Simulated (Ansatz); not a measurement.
# ClF3Hf: the cost of one run

Program: Ansatz 0.2.0. Level of theory: RKS LDA/def2-SVP. These are calculated values, not measurements.

### Step 1. The starting structure

Bond lengths: Hf1–Cl2 2.520 Å, Hf1–F3 1.980 Å, Hf1–F4 1.979 Å, Hf1–F5 1.979 Å. Angles: Cl2–Hf1–F3 109.4°, Cl2–Hf1–F4 109.5°, Cl2–Hf1–F5 109.5°, F3–Hf1–F4 109.5°, F3–Hf1–F5 109.5°, F4–Hf1–F5 109.5°.

Structure file:

```xyz
5

Hf    0.0000    0.0000    0.0000
Cl    0.0000    0.0000    2.5200
F     1.8671    0.0000   -0.6593
F    -0.9326    1.6157   -0.6593
F    -0.9326   -1.6157   -0.6593
```

### Step 2. Relaxing the start

Contents of input.yaml:

```yaml
crystal:
  periodic: [false, false, false]
  atoms:
    - { symbol: Hf, position_ang: [0.0, 0.0, 0.0] }
    - { symbol: Cl, position_ang: [0.0, 0.0, 2.52] }
    - { symbol: F, position_ang: [1.8671, 0.0, -0.6593] }
    - { symbol: F, position_ang: [-0.9326, 1.6157, -0.6593] }
    - { symbol: F, position_ang: [-0.9326, -1.6157, -0.6593] }
basis:
  gaussian: { orbitals: def2-SVP }
hamiltonian:
  xc: lda
relax:
  f_tol: 0.02
  max_steps: 40
output:
  orbitals: {}
```

Command:

```
$ ansatz run input.yaml --threads 1 --pin off --max-ram 2048MiB --backend cpu --events-out ev --progress --plain --runs-dir out
```

Q: Estimate wall time and peak memory on 1 thread of Intel Xeon 6975P-C (Granite Rapids), shared host.

About 5.5 s, with a peak of 0.19 GiB.
